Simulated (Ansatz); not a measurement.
# Na4ICl3: the cost of one run

Computed with Ansatz 0.2.0 (DFT PBE, scalar-relativistic, plane waves, PAW, unless a step names another level, unless a step's input says otherwise).

1 further run of the same task is left out (it didn't finish).

## Step 1: Starting point

It takes space group Cmmm (No. 65, orthorhombic). Conventional cell: a = 8.392 Å, b = 11.844 Å, c = 4.199 Å, α = 90.00°, β = 90.00°, γ = 90.00°. Na (site symmetry m2m) is surrounded by 5 Cl at 2.84 to 2.97 Å and 1 I at 3.08 Å. Around Na (site symmetry 2mm) lie 4 Cl at 2.85 to 2.97 Å and 2 I at 3.09 Å. I (site symmetry mmm) is surrounded by 6 Na at 3.08 to 3.09 Å. Cl (site symmetry 2/m) is surrounded by 6 Na at 2.97 Å. Cl (site symmetry mmm) is surrounded by 6 Na at 2.84 to 2.85 Å.

As a file:

```
CELL_PARAMETERS angstrom
4.19614 -5.92211 0.00000
4.19614 5.92211 0.00000
0.00000 0.00000 4.19925
ATOMIC_POSITIONS crystal
Na 0.24005 0.75995 0.00000
Na 0.75995 0.24005 0.00000
Na 0.77070 0.77070 0.50000
Na 0.22930 0.22930 0.50000
I 0.50000 0.50000 0.00000
Cl 0.50000 0.00000 0.50000
Cl 0.00000 0.50000 0.50000
Cl 0.00000 0.00000 0.00000
```

It came out lowest among 25 distinct ends of the trial cells. At a tolerance of 0.02 Å it has space group Cmmm (No. 65).

## Step 2: Tight relaxation for the response runs, on the response runs' mesh and smearing

input.yaml

```yaml
crystal:
  lattice:
    - [4.19613938, -5.9221125427, 0.0]
    - [4.19613938, 5.9221125427, 0.0]
    - [0.0, 0.0, 4.1992506144]
  atoms:
    - { symbol: Na, position: [0.2400458139, 0.7599541861, 0.0] }
    - { symbol: Na, position: [0.7599541861, 0.2400458139, 0.0] }
    - { symbol: Na, position: [0.7707033894, 0.7707033894, 0.5] }
    - { symbol: Na, position: [0.2292966106, 0.2292966106, 0.5] }
    - { symbol: I, position: [0.5, 0.5, 0.0] }
    - { symbol: Cl, position: [0.5, 0.0, 0.5] }
    - { symbol: Cl, position: [0.0, 0.5, 0.5] }
    - { symbol: Cl, position: [0.0, 0.0, 0.0] }
basis:
  ecutwfc: 420
kpoints:
  mp_grid: { grid: [4, 4, 6] }
hamiltonian:
  xc: pbe
scf:
  occupations: { method: fixed }
output:
  forces: true
  stress: true
  eigenvalues: true
relax:
  adjacent_minimum: "off"
  f_tol: 0.001
  max_steps: 60
  cell: { stress_tol: 0.01 }
```

The run is started by

```console
ansatz run input.yaml --threads 3 --pin off --max-ram 7680MiB --backend cpu --events-out ev --progress --plain --runs-dir out
```

Q: Estimate wall time and peak memory on 3 threads of AMD EPYC (Zen 3), shared host.

About 52 s, with a peak of 0.65 GiB.
